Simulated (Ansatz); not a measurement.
# NaS7: the cost of one run

Method: DFT PBE, scalar-relativistic, plane waves, PAW, in Ansatz 0.2.0.

2 further runs of the same task are left out: 1 that didn't finish, 1 set aside as unsound or not needed.

## Step 1: The starting structure

It takes space group Fm-3m (No. 225, cubic). The conventional cell has a = 8.967 Å, b = 8.967 Å, c = 8.967 Å, α = 90.00°, β = 90.00°, γ = 90.00°. Around Na (site symmetry m-3m) lie 12 S at 3.17 Å. S (site symmetry mmm) has 2 Na at 3.17 Å and 10 S at 3.17 Å as nearest neighbours. S (site symmetry m-3m) has 12 S at 3.17 Å as nearest neighbours.

Coordinates:

```
Na S
1.0
     0.00000    4.48352    4.48352
     4.48352    0.00000    4.48352
     4.48352    4.48352    0.00000
Na S
1 7
Direct
  0.50000 0.50000 0.50000
  0.50000 0.00000 0.00000
  0.00000 0.50000 0.50000
  0.00000 0.50000 0.00000
  0.50000 0.00000 0.50000
  0.00000 0.00000 0.50000
  0.50000 0.50000 0.00000
  0.00000 0.00000 0.00000
```

The cell is invented: random cell by space group and Wyckoff sites (Fm-3m, No. 225). Lengths come from tabulated atomic sizes and are only a guess.

## Step 2: A first look at the guess

The input, input.yaml:

```yaml
crystal:
  lattice:
    - [0.0, 4.48352094, 4.48352094]
    - [4.48352094, 0.0, 4.48352094]
    - [4.48352094, 4.48352094, 0.0]
  atoms:
    - { symbol: Na, position: [0.5, 0.5, 0.5] }
    - { symbol: S, position: [0.5, 0.0, 0.0] }
    - { symbol: S, position: [0.0, 0.5, 0.5] }
    - { symbol: S, position: [0.0, 0.5, 0.0] }
    - { symbol: S, position: [0.5, 0.0, 0.5] }
    - { symbol: S, position: [0.0, 0.0, 0.5] }
    - { symbol: S, position: [0.5, 0.5, 0.0] }
    - { symbol: S, position: [0.0, 0.0, 0.0] }
basis:
  ecutwfc: 420
kpoints:
  mp_grid: { grid: [4, 4, 4] }
hamiltonian:
  xc: pbe
scf:
  occupations: { method: gaussian, width: 0.1 }
  lower_state_search: "off"
output:
  forces: true
  stress: true
  eigenvalues: true
```

On the command line:

```sh
$ ansatz run input.yaml --threads 1 --pin off --max-ram 2048MiB --backend cpu --events-out ev --progress --plain --runs-dir out
```

What time and memory should one allow on 1 thread of Arm Neoverse V1, shared host?

About 3.1 s, with a peak of 0.38 GiB.
